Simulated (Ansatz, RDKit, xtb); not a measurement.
# C4H5FOSi: ranking a sample of isomers

Which of a sample of isomers of C4H5FOSi is the most stable in the gas at 298.15 K, and what are its properties? The sample is small against all isomers, and the most stable one of this formula need not be in it.

Plan: many cheap relaxations first (GFN2-xTB), then density-functional screening, relaxation at B3LYP/def2-SVP, vibrations (at GFN2-xTB) and a final energy. The numbers are computed, not measured.

**1. Candidates**

Isomers were taken from a list of plausible structures; this is a sample, not all of them. That gives 10 candidates.

```
label                SMILES     spin
 c149      C=C1O[SiH2]C=C1F  singlet
 c211    O=C1C=C([SiH2]F)C1  singlet
 c265    O=C1C=C(F)[SiH2]C1  singlet
 c303      FC1=CO[SiH2]C=C1  singlet
 c305    CC1=C[Si@H](F)C1=O  singlet
 c599     O=C1C=CC[Si@@H]1F  singlet
 c629  C#C[SiH2][C@H](F)C=O  singlet
 c790      CC#CC(=O)[SiH2]F  singlet
 c862      Fc1coc([SiH3])c1  singlet
 c909      CC#C[Si@H](F)C=O  singlet
```

Candidates are built by distance geometry, with a force field where one applies, in up to four conformers (letters a to d).

Q: Predict the outcome of this search (final energies at CCSD(T)/def2-SVP + MP2/def2-TZVPP - MP2/def2-SVP).

| quantity | value |
| --- | --- |
| lowest structure found | O=C1C=CC[Si@@H]1F, singlet |
| next finalist | CC1=C[Si@H](F)C1=O, singlet, 7.5 kcal/mol higher in G |
| share at equilibrium, among the finalists | 100.0 % |

`O=C1C=CC[Si@@H]1F` comes out lowest. Among the finalists first place is clear (7.5 kcal/mol); structures outside the list aren't covered. HF/STO-3G, r2SCAN-D4/def2-SVP, B3LYP/def2-SVP, HF/def2-SVP and MP2/def2-SVP already put its bonding pattern lowest among the structures in one piece; GFN2-xTB favours the singlet FC1=CO[SiH2]C=C1 (c303a, not a finalist). The search is not exhaustive (a finite list of starts, one conformer a finalist), so a lower isomer can't be ruled out. Only 10 drawn patterns were tried, so whole families of isomers are missing, and the result ranks this sample alone. The lowest isomer need not be the one that is made and kept in a bottle, which depends on barriers.
